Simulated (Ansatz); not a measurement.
# Ga2O3: the cost of one run

Code: Ansatz 0.2.0. PAW datasets, plane waves. Calculated at 0 K for a non-magnetic cell.

## 1. The system as given

The unstrained cell was relaxed with r2SCAN; in each strained cell the atoms were relaxed again with r2SCAN. Names of k-points are those of the unstrained zone, where strain can split equivalent points. First state: -1.0 % strain along z alone.

The symmetry is R-3c (No. 167, trigonal); a = 4.985 Å, c = 13.308 Å in the conventional setting, 9.54 Å³ an atom. Near Ga stand 6 O at 1.92–2.07 Å; near O stand 4 Ga at 1.92–2.07 Å.

Structure file:

```xyz
10
Lattice="2.4923 1.4389 4.4358 -2.4923 1.4389 4.4358 0.0000 -2.8778 4.4358" Properties=species:S:1:pos:R:3 pbc="T T T"
Ga    0.0000    0.0000   11.3884
Ga    0.0000    0.0000    4.7346
Ga    0.0000    0.0000    1.9191
Ga    0.0000    0.0000    8.5729
O     0.9796   -1.4389    5.5448
O    -1.7359   -0.1289    5.5448
O    -0.9796    1.4389    7.7627
O    -0.7563   -1.5678    7.7627
O     1.7359    0.1289    7.7627
O     0.7563    1.5678    5.5448
```

From earlier runs on the unstrained cell: PBE 2.85 eV, r2SCAN 3.55 eV, HSE06 4.62 eV; a = 4.985 Å, c = 13.442 Å.

## 2. -1.0 % strain along z alone: PBE

Contents of input.yaml:

```yaml
crystal:
  lattice:
    - [2.492259744, 1.4389068341, 4.4358375795]
    - [-2.492259744, 1.4389068341, 4.4358375795]
    - [0.0, -2.8778136682, 4.4358375795]
  atoms:
    - { symbol: Ga, position: [0.8557868672, 0.8557868672, 0.8557868672] }
    - { symbol: Ga, position: [0.3557868672, 0.3557868672, 0.3557868672] }
    - { symbol: Ga, position: [0.1442131328, 0.1442131328, 0.1442131328] }
    - { symbol: Ga, position: [0.6442131328, 0.6442131328, 0.6442131328] }
    - { symbol: O, position: [0.4465234632, 0.0534765368, 0.75] }
    - { symbol: O, position: [0.0534765368, 0.75, 0.4465234632] }
    - { symbol: O, position: [0.5534765368, 0.9465234632, 0.25] }
    - { symbol: O, position: [0.25, 0.5534765368, 0.9465234632] }
    - { symbol: O, position: [0.9465234632, 0.25, 0.5534765368] }
    - { symbol: O, position: [0.75, 0.4465234632, 0.0534765368] }
kpoints:
  mp_grid: { grid: [6, 6, 6] }
  band_path:
    path:
      - [0.0, 0.0, 0.0]
      - [0.5, 0.5, 0.5]
      - [0.764580087, 0.235419913, 0.5]
      - [0.5, -0.235419913, 0.235419913]
      - [0.5, 0.0, 0.0]
      - [0.3677099565, -0.3677099565, 0.0]
      - [0.6322900435, 0.0, 0.3677099565]
      - [0.5, 0.0, 0.5]
      - [0.0, 0.166667, -0.166667]
    npoints: 1
hamiltonian:
  xc: pbe
scf:
  occupations: { method: fermi_dirac, width: 0.02 }
  n_extra_bands: 6
output:
  forces: true
  stress: true
  eigenvalues: true
```

Started as:

```bash
$ ansatz run input.yaml --threads 2 --pin off --max-ram 29491MiB --backend cpu --events-out ev --progress --plain --runs-dir out
```

**Question.** How long does this run take on 2 threads of AMD EPYC 7R13 (Zen 3), shared host, and how much memory does it need?

About 4.1 s, with a peak of 0.57 GiB.
